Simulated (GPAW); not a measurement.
Set up this calculation in GPAW 26.7.0, as an ASE script.

| Property | Result |
| --- | --- |
| Task | relaxation of cell and atoms |
| Functional | PBEsol |
| Potentials or basis | PAW data sets generated in the run's folder for this functional |
| Cutoff | 600 eV |
| Basis | pw |
| k mesh | 6 × 6 × 6 |
| Occupations | fermi-dirac, width 0.05 eV |
| Spin | no spin polarisation |
| Target pressure | 30 GPa |
| Maxiter | 150 |
| Optimizer | BFGS |
| Fmax | 0.02 eV/Å |
| Max steps | 60 |
| Target pressure | 30 GPa |
| Convergence | density=1e-05 forces=0.0001 |

The system is Sn3Se.

```
Sn Se
1.0
     0.00000    3.73314    3.73314
     3.73314    0.00000    3.73314
     3.73314    3.73314    0.00000
Sn Se
3 1
Direct
  0.50000 0.50000 0.50000
  0.75000 0.75000 0.75000
  0.25000 0.25000 0.25000
  0.00000 0.00000 0.00000
```

The cell comes from a database or a generator and needn't be the stable form of this composition.

These files were run (other wordings do the same):

run.py

```python
from ase import Atoms
from ase.filters import FrechetCellFilter
from ase.io import write
from ase.optimize import BFGS
from ase.units import GPa
from gpaw import GPAW, PW, setup_paths

setup_paths.insert(0, '.')

atoms = Atoms(['Sn', 'Sn', 'Sn', 'Se'],
              cell=[[0.0, 3.733138, 3.733138],
                    [3.733138, 0.0, 3.733138],
                    [3.733138, 3.733138, 0.0]],
              scaled_positions=[[0.5, 0.5, 0.5],
                                [0.75, 0.75, 0.75],
                                [0.25, 0.25, 0.25],
                                [0.0, 0.0, 0.0]],
              pbc=True)

calc = GPAW(mode=PW(600),
            xc='PBEsol',
            kpts={'size': (6, 6, 6), 'gamma': True},
            occupations={'name': 'fermi-dirac', 'width': 0.05},
            nbands=38,
            convergence={'density': 1e-05, 'forces': 0.0001},
            maxiter=150,
            txt='gpaw.txt')
atoms.calc = calc
opt = BFGS(FrechetCellFilter(atoms, scalar_pressure=30 * GPa), trajectory='relax.traj', logfile='-')
done = opt.run(fmax=0.02, steps=60)
calc.write('gs.gpw')
write('result.traj', atoms)
print('Converged:', done)
print('Cell:', atoms.cell.cellpar().round(4))
print('Volume:', round(atoms.get_volume(), 4))
print(atoms.get_scaled_positions().round(5))
```

Potentials or basis: PAW data sets generated in the run's folder for this functional, pw.

The run is started by

```sh
$ gpaw-setup -f PBEsol Se Sn
$ OMP_NUM_THREADS=1 python run.py
```

It gave:

| Item | Value |
| --- | --- |
| Relaxed volume | 18.65 Å³/atom |
| Relaxed cell | a = 4.725 Å, b = 4.725 Å, c = 4.725 Å, α = 60.00°, β = 60.00°, γ = 60.00° |
| Space group after relaxing (to 0.05 Å) | Fm-3m (No. 225) |
| Energy change on relaxing (the enthalpy is what falls) | +387.9 meV/atom |
| Ionic steps | 6 |
| Pressure after relaxing | 30.0 GPa |
| Band gap on the k mesh | none (metal or under the smearing width) |

Caveat: later steps reuse the first step's grids; the volume moved by over 15 % at a fixed basis, so the end points are rough.

Wall time 100 s on 1 thread of AMD EPYC 9R45 96-Core Processor (Zen 5), on a shared host, peak memory 0.26 GiB.
